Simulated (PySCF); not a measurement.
# SnCl2 (SMILES [Cl][Sn][Cl]): MP2/def2-TZVPD (core potential)

Aim: the vertical singlet–triplet gap of SnCl2 at MP2/def2-TZVPD (core potential), from 2 runs. The job is set up through a Python script.

The calculation is run with PySCF 2.14.0.

**1. Starting point**

SnCl2: 3 atoms, total charge 0, spin state singlet. As SMILES, `[Cl][Sn][Cl]`. The shape comes from GFN2-xTB, which is rough for such elements, and wasn't checked as a minimum.

Bond lengths: Sn1–Cl2 2.378 Å, Sn1–Cl3 2.377 Å. Angles: Cl2–Sn1–Cl3 99.5°.

**2. A single-point energy at MP2/def2-TZVPD (core potential)**

The input, input.py:

```python
from pyscf import gto, scf, mp

system = gto.Mole()
system.atom = '''
Sn     0.004910    -0.007160    -1.023740
Cl     1.812600    -0.019020     0.521020
Cl    -1.817510     0.026180     0.502720
'''
system.basis = 'def2-tzvpd'
system.max_memory = 1860
system.ecp = {'Sn': 'def2-svp'}
system.verbose = 3
system.build()

mf = scf.RHF(system)
mf.conv_tol = 1e-10
mf.kernel()
if not mf.converged:
    mf = mf.newton().run(mf.mo_coeff, mf.mo_occ)

pt = mp.MP2(mf, frozen=14).run()
energy = pt.e_tot
print('E = %.10f Eh' % energy)
```

On the command line:

```sh
$ OMP_NUM_THREADS=1 python input.py
```

What it wrote:

```text
converged SCF energy = -1132.49763166733
E(RMP2) = -1133.17106038338  E_corr = -0.673428716051917
E(SCS-RMP2) = -1133.13165630903  E_corr = -0.634024641702643
E = -1133.1710603834 Eh
```

Run time: 9.9 s. Hardware: 1 thread of Arm Neoverse V1, shared host; peak memory 0.73 GiB.

**3. The triplet**

The input, geometry.xyz:

```xyz
3
Cl2Sn
Sn     0.004910    -0.007160    -1.023740
Cl     1.812600    -0.019020     0.521020
Cl    -1.817510     0.026180     0.502720
```

The input, calc.py:

```python
from pyscf import gto, scf, mp

mol = gto.M(
    atom='geometry.xyz',
    spin=2,
    basis='def2-tzvpd',
    charge=0,
    max_memory=1860,
    ecp={'Sn': 'def2-svp'},
    verbose=3,
)

myscf = scf.UHF(mol)
myscf.conv_tol = 1e-10
myscf.kernel()
if not myscf.converged:
    myscf = myscf.newton().run(myscf.mo_coeff, myscf.mo_occ)

pt = mp.MP2(myscf, frozen=14).run()
energy = pt.e_tot
print(f'total energy: {energy:.8f} hartree')
```

On the command line:

```sh
$ OMP_NUM_THREADS=1 python calc.py
```

What it wrote:

```text
WARN: HOMO -0.496699253497894 >= LUMO -0.690098452305322

converged SCF energy = -1132.41546798834  <S^2> = 2.0144666  2S+1 = 3.0096289
E(UMP2) = -1133.05802343429  E_corr = -0.642555445957143
E(SCS-UMP2) = -1133.01664426919  E_corr = -0.601176280848916
total energy: -1133.05802343 hartree
```

Run time: 40 s. Hardware: 1 thread of Arm Neoverse V1, shared host; peak memory 1.1 GiB.

**4. Summary of results**

At MP2/def2-TZVPD (core potential), 14 core orbitals frozen:

| quantity | value |
| --- | --- |
| singlet: total energy | -1133.17106 Eh |
| singlet: dipole moment (Hartree–Fock density) | 3.46 D |
| singlet: HOMO energy (Hartree–Fock orbitals) | -10.33 eV |
| singlet: LUMO energy (Hartree–Fock orbitals) | -0.51 eV |
| singlet: HOMO–LUMO gap (Hartree–Fock orbitals) | 9.82 eV |
| singlet: correlation energy (14 core orbitals frozen) | -673.4 mEh |
| triplet: total energy | -1133.05802 Eh |
| triplet: dipole moment (Hartree–Fock density) | 3.32 D |
| triplet: HOMO energy (Hartree–Fock orbitals) (highest over α and β) | -8.07 eV |
| triplet: LUMO energy (Hartree–Fock orbitals) (lowest over α and β) | -2.40 eV |
| triplet: correlation energy (14 core orbitals frozen) | -642.6 mEh |
| triplet: ⟨S²⟩ of the reference determinant | 2.014 |
| vertical energy of the triplet above the singlet | 3.076 eV |

**Reading.** At this shape the triplet lies 3.08 eV (297 kJ/mol) above the singlet. Mulliken charges (triplet) of the mean-field density run from -0.43 on Cl2 to +0.86 on Sn1; in a basis this large or diffuse they mean little.
